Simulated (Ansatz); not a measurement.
# LuAlAs2: the cost of one run

Program: Ansatz 0.2.0. Level of theory: DFT, plane waves, PAW, no spin polarisation. These are calculated values, not measurements.

### Step 1. The system as given

The cell holds 4 atoms (AlAs2Lu): a = 6.693 Å, b = 6.693 Å, c = 6.693 Å, α = 33.67°, β = 33.67°, γ = 33.67°.

As a file:

```
Al Lu As
1.0
     1.93820    1.11902    6.30727
    -1.93820    1.11902    6.30727
     0.00000   -2.23804    6.30727
Al Lu As
1 1 2
Direct
  0.00000 0.00000 0.00000
  0.50000 0.50000 0.50000
  0.25846 0.25846 0.25846
  0.74154 0.74154 0.74154
```

### Step 2. Run 1: PBEsol

File input.yaml:

```yaml
crystal:
  lattice:
    - [1.9381967298, 1.1190184037, 6.3072704761]
    - [-1.9381967298, 1.1190184037, 6.3072704761]
    - [0.0, -2.2380368074, 6.3072704761]
  atoms:
    - { symbol: Al, position: [1.0, 0.0, 0.0] }
    - { symbol: Lu, position: [0.5, 0.5, 0.5] }
    - { symbol: As, position: [0.2584637406, 0.2584637406, 0.2584637406] }
    - { symbol: As, position: [0.7415362594, 0.7415362594, 0.7415362594] }
kpoints:
  mp_grid: { grid: [4, 4, 4] }
hamiltonian:
  xc: pbesol
scf:
  occupations: { method: fermi_dirac, width: 0.02 }
md:
  ensemble: nve
  temperature: 200
  timestep: 2.0
  n_steps: 40
  initial_velocities: maxwell_boltzmann
  seed: 82
```

On the command line:

```bash
$ ansatz run input.yaml --threads 4 --pin off --max-ram 3686MiB --backend cpu --events-out ev --progress --plain --runs-dir out
```

Q: Estimate wall time and peak memory on 4 threads of Intel Xeon 6975P-C (Granite Rapids), shared host.

About 31 s, with a peak of 0.51 GiB.
